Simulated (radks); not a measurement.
**Ar in [Ne] 3s1.5 3p6 4p0.5: an all-electron calculation**

One table from this session's results is given with a row withheld; the runs are named, their logs left out.

The numbers are computed with radks (a radial shooting solver on a logarithmic mesh, Libxc functionals) version 1 (non-relativistic Kohn-Sham, r2SCAN, spin-unpolarised, spherical densities, point nucleus), except any that are marked as measured or tabulated.

### The atom as given

* element: argon (Z = 18)
* charge: 0
* electrons: 18
* configuration: [Ne] 3s1.5 3p6 4p0.5

The first run:

Input:

```text
Z 18
configuration [Ne] 3s1.5 3p6 4p0.5 4s0 3d0
relativity non-relativistic
functional r2scan,r2scan
spin unpolarised
nucleus point
```

One table of the session follows, with a row left open; its other results are not shown here.

It belongs to the step «Shells». Sizes of the orbitals, from the radial functions (bohr):

```
level      <r>  outermost maximum (interpolated)  90 % within  nodes
   1s  0.08621                            0.0566        0.154      0
   2s   0.4147                             0.340        0.646      1
   2p   0.3768                             0.282        0.623      0
   3s    1.397                              1.18         2.11      2
   3p        ?                                 ?            ?      ?
   4s    6.900                              5.53         10.8      3
   4p    10.01                              8.79         15.0      2
```

Estimate the missing values for 3p.

The run gave: <r>: 1.597; outermost maximum (interpolated): 1.28; 90 % within: 2.50; nodes: 1. In the column «<r>» it lies between 3s (1.397) and 4s (6.900).
